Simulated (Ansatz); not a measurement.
# Closo-1-SB4 (no H on S) (B₄H₄S): geometry, orbitals and charge

What does closo-1-SB4 (no H on S) (B₄H₄S) look like as a singlet, and where do its frontier electrons sit?

Computed with Ansatz 0.2.0, Gaussian basis. Level: RKS PBE0-D4/def2-TZVP.

The runs, in order: relaxation at PBE0-D4/def2-SVP; a search for the lowest solution at PBE0-D4/def2-SVP; a single point at PBE0-D4/def2-TZVP.

## Step 1: The system as given

9 atoms, charge 0, spin multiplicity 1.

Atoms are counted from 1 here; the program's logs count them from 0.

Bond lengths: B1–B2 1.841 Å, B1–S3 1.855 Å, B1–B4 1.629 Å, B1–B5 1.841 Å, B1–H6 1.167 Å, B2–S3 1.855 Å, B2–B4 1.629 Å, B2–B5 1.841 Å, B2–H7 1.167 Å, S3–B5 1.854 Å, B4–B5 1.629 Å, B4–H8 1.166 Å, B5–H9 1.167 Å. Angles: B2–B1–S3 60.2°, B2–B1–B4 55.6°, B2–B1–B5 60.0°, B2–B1–H6 149.3°, S3–B1–B4 104.3°, S3–B1–B5 60.2°, S3–B1–H6 118.3°, B4–B1–B5 55.6°, B4–B1–H6 137.4°, B5–B1–H6 149.3°, B1–B2–S3 60.3°, B1–B2–B4 55.6°, B1–B2–B5 60.0°, B1–B2–H7 149.3°, S3–B2–B4 104.3°, S3–B2–B5 60.2°, S3–B2–H7 118.2°, B4–B2–B5 55.6° and more.

Coordinates:

```xyz
9

B     0.2351    0.7793    0.7092
B     0.7809   -0.7114   -0.2226
S     1.0288    0.9739   -0.9566
B    -0.6295   -0.5958    0.5848
B    -0.6737    0.2559   -0.8035
H     0.4493    1.5887    1.5216
H     1.5908   -1.5262   -0.4272
H    -1.3322   -1.2605    1.2357
H    -1.4495    0.4962   -1.6414
```

The start is a GFN2-xTB geometry.

## Step 2: Relaxation at PBE0-D4/def2-SVP

in.yaml

```yaml
crystal:
  periodic: [false, false, false]
  atoms:
    - {symbol: B, position_ang: [0.235150, 0.779300, 0.709160]}
    - {symbol: B, position_ang: [0.780920, -0.711370, -0.222620]}
    - {symbol: S, position_ang: [1.028840, 0.973900, -0.956580]}
    - {symbol: B, position_ang: [-0.629510, -0.595840, 0.584850]}
    - {symbol: B, position_ang: [-0.673750, 0.255910, -0.803460]}
    - {symbol: H, position_ang: [0.449290, 1.588670, 1.521580]}
    - {symbol: H, position_ang: [1.590760, -1.526240, -0.427240]}
    - {symbol: H, position_ang: [-1.332190, -1.260500, 1.235660]}
    - {symbol: H, position_ang: [-1.449500, 0.496170, -1.641360]}
basis:
  gaussian: {orbitals: def2-SVP}
hamiltonian: {xc: pbe0, dispersion: d4}
scf: {omitted_lower_state_checks: [starts]}
output: {orbitals: {seedname: orbitals}}
relax: {f_tol: 0.02, max_steps: 100}
```

Command:

```sh
> ansatz run in.yaml --threads 4 --pin off --events-out ev --progress --plain --max-ram 3916MiB
```

After this run come: Searching for the lowest solution, PBE0-D4/def2-SVP; Single point, PBE0-D4/def2-TZVP.

Q: Predict the results of all the runs planned. Wanted: point group; commonest bond, hydrogen aside; HOMO, LUMO at PBE0-D4/def2-TZVP; dipole at PBE0-D4/def2-SVP.

The runs gave:

| quantity | value |
| --- | --- |
| point group | C3v |
| commonest bond, hydrogen aside | B–B, 6 of mean length 1.760 Å |
| HOMO, LUMO at PBE0-D4/def2-TZVP | -8.25, -1.33 eV |
| dipole at PBE0-D4/def2-SVP | 1.43 D |

The molecule keeps its bonding pattern by the stored test; the atoms moved 0.04 Å (rms). No usable vibrations, so a minimum isn't proven.
